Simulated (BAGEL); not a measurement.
# ROHF/6-31G(d) (density fitting with qzvpp-jkfit, spherical functions) run of C2H4BClN (SMILES C=CB([NH])Cl)

What is the energy change on altering one bond length of C2H4BClN at ROHF/6-31G* (density fitting with qzvpp-jkfit, spherical functions)? 

The results are computed with BAGEL 1.2.2.

## 1. The system as given

C2H4BClN: 9 atoms, total charge 0, spin state doublet. As SMILES, `C=CB([NH])Cl`. Geometry: relaxed at GFN2-xTB. This is one conformer, not always the lowest.

Bond lengths: C1–C2 1.317 Å, C2–B3 1.621 Å, B3–N4 1.320 Å, B3–Cl5 1.735 Å, C1–H6 1.077 Å, C1–H7 1.081 Å, C2–H8 1.079 Å, N4–H9 0.997 Å. Angles: C1–C2–B3 123.0°, C2–B3–N4 118.8°, C2–B3–Cl5 115.0°, N4–B3–Cl5 126.2°, C1–C2–H8 121.7°, B3–C2–H8 115.3°, C2–C1–H6 122.8°, C2–C1–H7 121.0°, B3–N4–H9 137.6°, H6–C1–H7 116.2°.

## 2. The energy at ROHF/6-31G(d) (density fitting with qzvpp-jkfit, spherical functions)

input.json reads:

```json
{ "bagel": [

{
  "title": "molecule",
  "basis": "6-31gs.json",
  "df_basis": "qzvpp-jkfit",
  "angstrom": true,
  "geometry": [
    { "atom": "C", "xyz": [      -0.517480,       0.805460,       1.239300 ] },
    { "atom": "C", "xyz": [      -0.122860,      -0.234970,       0.535350 ] },
    { "atom": "B", "xyz": [       0.533250,      -0.104470,      -0.941700 ] },
    { "atom": "N", "xyz": [       0.391100,      -1.103700,      -1.791650 ] },
    { "atom": "Cl", "xyz": [       1.356440,       1.391690,      -1.248360 ] },
    { "atom": "H", "xyz": [      -0.420600,       1.818920,       0.887190 ] },
    { "atom": "H", "xyz": [      -0.954910,       0.681120,       2.220280 ] },
    { "atom": "H", "xyz": [      -0.239400,      -1.244170,       0.899940 ] },
    { "atom": "H", "xyz": [      -0.025540,      -2.009880,      -1.800340 ] }
  ]
},

{ "title": "rohf", "charge": 0, "nopen": 1 },

{ "title": "print", "file": "orbitals.molden", "orbitals": true }

]}
```

The basis set 6-31G* is read from a file made from the Basis Set Exchange's data (not shown).

Launch:

```bash
$ BAGEL_NUM_THREADS=1 BAGEL input.json > input.out
```

What it wrote:

```text
* using 1 threads per process

  ===============================================================
  ===============================================================

  *** Geometry ***

  { "atom" : "C", "xyz" : [     -0.977895,      1.522099,      2.341938 ] },
  { "atom" : "C", "xyz" : [     -0.232172,     -0.444029,      1.011665 ] },
  { "atom" : "B", "xyz" : [      1.007696,     -0.197420,     -1.779555 ] },
  { "atom" : "N", "xyz" : [      0.739072,     -2.085691,     -3.385728 ] },
  { "atom" : "Cl", "xyz" : [      2.563300,      2.629913,     -2.359059 ] },
  { "atom" : "H", "xyz" : [     -0.794819,      3.437261,      1.676546 ] },
  { "atom" : "H", "xyz" : [     -1.804518,      1.287130,      4.195721 ] },
  { "atom" : "H", "xyz" : [     -0.452400,     -2.351141,      1.700640 ] },
  { "atom" : "H", "xyz" : [     -0.048264,     -3.798123,     -3.402150 ] },

  Number of auxiliary basis functions:      502

  Since a DF basis is specified, we compute 2- and 3-index integrals:
    o Being stored without compression. Storage requirement is 0.027 GB

  Number of basis functions:       82
  Number of electrons      :       45

    * METHOD: MOLECULE                             0.27

  *** Open-shell HF ***

  === Nuclear Repulsion ===
   181.5627492173

      * DIIS with orbital gradients will be used.

  === ROHF iteration (6-31gs.json) ===
      0       -616.33992596          0.03953763           0.13
      1       -616.48244311          0.03444854           0.13
      2       -616.55242280          0.02489033           0.14
      3       -616.64817431          0.00486276           0.13
      4       -616.66069220          0.00267851           0.14
      5       -616.66617800          0.00121781           0.14
      6       -616.66734128          0.00045106           0.14
      7       -616.66761285          0.00021995           0.14
      8       -616.66761859          0.00011525           0.14
      9       -616.66765124          0.00004509           0.14
     10       -616.66764984          0.00003009           0.14
     11       -616.66765325          0.00002571           0.14
     12       -616.66765511          0.00002294           0.14
     13       -616.66765755          0.00001921           0.14
     14       -616.66765950          0.00001338           0.14
     15       -616.66766029          0.00000747           0.14
     16       -616.66766037          0.00000397           0.13
     17       -616.66766069          0.00000206           0.13
     18       -616.66766084          0.00000109           0.13
     19       -616.66766095          0.00000064           0.13
     20       -616.66766099          0.00000039           0.13
     21       -616.66766100          0.00000019           0.14
     22       -616.66766100          0.00000013           0.14
     23       -616.66766100          0.00000009           0.14
     24       -616.66766100          0.00000006           0.14
     25       -616.66766100          0.00000003           0.14
     26       -616.66766100          0.00000002           0.14
     27       -616.66766100          0.00000001           0.14
    * SCF iteration converged.

    * S^2 (ROHF) is 0.7500

    * Permanent dipole moment:
           (    0.540355,     0.983352,    -0.129505) a.u.

    * METHOD: ROHF                                 4.01

    * METHOD: PRINT                                0.02

  ===============================================================
```

Run time: 4.5 s. Hardware: 1 thread of Arm Neoverse V1, shared host; peak memory 0.12 GiB.

## 3. The distorted shape

input.json reads:

```json
{ "bagel" : [

{
  "title" : "molecule",
  "basis" : "6-31gs.json",
  "df_basis" : "qzvpp-jkfit",
  "angstrom" : true,
  "geometry" : [
    { "atom" : "C", "xyz" : [      -0.499994,       0.956887,       1.184595 ] },
    { "atom" : "C", "xyz" : [      -0.105374,      -0.083543,       0.480645 ] },
    { "atom" : "B", "xyz" : [       0.550736,       0.046957,      -0.996405 ] },
    { "atom" : "N", "xyz" : [       0.408586,      -0.952273,      -1.846355 ] },
    { "atom" : "Cl", "xyz" : [       1.373926,       1.543117,      -1.303065 ] },
    { "atom" : "H", "xyz" : [      -0.403114,       1.970347,       0.832485 ] },
    { "atom" : "H", "xyz" : [      -0.937424,       0.832547,       2.165575 ] },
    { "atom" : "H", "xyz" : [      -0.239400,      -1.244170,       0.899940 ] },
    { "atom" : "H", "xyz" : [      -0.008054,      -1.858453,      -1.855045 ] }
  ]
},

{
  "title" : "rohf",
  "nopen" : 1
},

{
  "title" : "print",
  "file" : "orbitals.molden",
  "orbitals" : true
}

]}
```

The basis set 6-31G* is read from a file made from the Basis Set Exchange's data (not shown).

Launch:

```bash
$ BAGEL_NUM_THREADS=1 BAGEL input.json > input.out
```

What it wrote:

```text
* using 1 threads per process

  ===============================================================
  ===============================================================

  *** Geometry ***

  { "atom" : "C", "xyz" : [     -0.944852,      1.808254,      2.238560 ] },
  { "atom" : "C", "xyz" : [     -0.199128,     -0.157873,      0.908287 ] },
  { "atom" : "B", "xyz" : [      1.040740,      0.088736,     -1.882933 ] },
  { "atom" : "N", "xyz" : [      0.772116,     -1.799535,     -3.489105 ] },
  { "atom" : "Cl", "xyz" : [      2.596344,      2.916069,     -2.462436 ] },
  { "atom" : "H", "xyz" : [     -0.761775,      3.723416,      1.573169 ] },
  { "atom" : "H", "xyz" : [     -1.771475,      1.573286,      4.092344 ] },
  { "atom" : "H", "xyz" : [     -0.452400,     -2.351141,      1.700640 ] },
  { "atom" : "H", "xyz" : [     -0.015220,     -3.511967,     -3.505527 ] },

  Number of auxiliary basis functions:      502

  Since a DF basis is specified, we compute 2- and 3-index integrals:
    o Being stored without compression. Storage requirement is 0.027 GB

  Number of basis functions:       82
  Number of electrons      :       45

    * METHOD: MOLECULE                             0.27

  *** Open-shell HF ***

  === Nuclear Repulsion ===
   180.8861936401

      * DIIS with orbital gradients will be used.

  === ROHF iteration (6-31gs.json) ===
      0       -616.30212531          0.04057844           0.15
      1       -616.44098483          0.03730947           0.14
      2       -616.51186022          0.02798431           0.14
      3       -616.63164398          0.00531254           0.14
      4       -616.64595414          0.00294560           0.13
      5       -616.65254068          0.00135648           0.14
      6       -616.65395216          0.00051354           0.14
      7       -616.65427631          0.00025191           0.14
      8       -616.65427847          0.00013288           0.14
      9       -616.65431921          0.00005489           0.14
     10       -616.65431799          0.00003877           0.14
     11       -616.65432294          0.00003383           0.14
     12       -616.65432607          0.00003014           0.14
     13       -616.65433065          0.00002395           0.14
     14       -616.65433394          0.00001422           0.14
     15       -616.65433489          0.00000805           0.13
     16       -616.65433534          0.00000444           0.14
     17       -616.65433562          0.00000208           0.14
     18       -616.65433577          0.00000110           0.13
     19       -616.65433588          0.00000060           0.14
     20       -616.65433590          0.00000018           0.14
     21       -616.65433591          0.00000008           0.13
     22       -616.65433592          0.00000004           0.14
     23       -616.65433592          0.00000002           0.13
     24       -616.65433592          0.00000001           0.14
     25       -616.65433592          0.00000001           0.14
    * SCF iteration converged.

    * S^2 (ROHF) is 0.7500

    * Permanent dipole moment:
           (    0.529990,     0.919386,    -0.100138) a.u.

    * METHOD: ROHF                                 3.77

    * METHOD: PRINT                                0.02

  ===============================================================
```

Wall time 4.2 s (1 thread of Arm Neoverse V1, shared host); peak memory 0.12 GiB.

## 4. Summary of results

At ROHF/6-31G* (density fitting with qzvpp-jkfit, spherical functions):

```
                                                         quantity          value
                                        first shape: total energy  -616.66766 Eh
                                       first shape: dipole moment         2.87 D
                                                first shape: ⟨S²⟩          0.750
                                    distorted shape: total energy  -616.65434 Eh
                                   distorted shape: dipole moment         2.71 D
                                            distorted shape: ⟨S²⟩          0.750
energy change with the C2–H8 bond stretched from 1.079 to 1.241 Å       0.363 eV
```

**Reading.** With the C2–H8 bond stretched from 1.079 to 1.241 Å the energy rises by 0.36 eV (35.0 kJ/mol). The first shape isn't relaxed at this level, so the change isn't measured from a minimum.
